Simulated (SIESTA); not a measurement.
The system is SiNi.

```
Ni Si
1.0
     5.17310    0.00000    0.00000
     0.00000    3.33810    0.00000
     0.00000    0.00000    5.60490
Ni Si
4 4
Direct
  0.99221 0.75000 0.81248
  0.50779 0.25000 0.31248
  0.49221 0.75000 0.68752
  0.00779 0.25000 0.18752
  0.67872 0.25000 0.91750
  0.82128 0.75000 0.41750
  0.17872 0.25000 0.58250
  0.32128 0.75000 0.08250
```

| Property | Result |
| --- | --- |
| Program | SIESTA 5.4.2 |
| Task | single point |
| Functional | PBEsol |
| Potentials or basis | PseudoDojo 0.4 standard (PBEsol files) |
| Basis | DZP (energy shift 0.003 Ry; two zetas on semicore shells) |
| Grid cutoff | 800 Ry |
| Energy shift | 0.003 Ry |
| k mesh | 5 × 8 × 5 |
| Occupations | fermi-dirac, width 0.05 eV |
| Spin | collinear spin, ferromagnetic start |
| Starting moments | [1.0, 1.0, 1.0, 1.0, 0.0, 0.0, 0.0, 0.0] μB |

On this cell: pressure -4.2 GPa; largest force 0.088 eV/Å; net moment 0.00 μB per cell; band gap on the k mesh none (metal or under the smearing width).

The same run follows on a disturbed copy (atoms moved at random, drawn with an rms of 0.05 Å):

```
Ni Si
1.0
     5.17310    0.00000    0.00000
     0.00000    3.33810    0.00000
     0.00000    0.00000    5.60490
Ni Si
4 4
Direct
  0.99942 0.74981 0.81008
  0.51680 0.24512 0.31492
  0.49478 0.75792 0.68828
  0.00334 0.24471 0.18710
  0.67538 0.23914 0.92577
  0.82700 0.76428 0.40964
  0.17904 0.25103 0.58535
  0.32537 0.75548 0.08346
```

Question: What changes?

Answer: The energy (extrapolated to zero smearing) moves by +13.6 meV/atom; pressure -3.7 GPa; largest force 0.976 eV/Å; net moment 0.00 μB per cell; band gap on the k mesh none (metal or under the smearing width).

Forces in eV/Å, atoms in the order of the input:
```
Ni  -0.495 -0.044  0.185
Ni  -0.529  0.405  0.102
Ni   0.160 -0.376 -0.053
Ni   0.834  0.491 -0.131
Si   0.201  0.458 -0.684
Si  -0.301 -0.685  0.618
Si   0.321  0.050 -0.201
Si  -0.191 -0.299  0.164
```

Stress tensor (GPa, compression positive):
```
-5.39  0.58 -0.01
 0.58 -1.81 -0.11
-0.01 -0.11 -3.77
```

Caveats: short orbitals over semicore shells can move pressures by several GPa; the basis of atomic orbitals isn't converged, which shifts pressures, moduli and gaps.
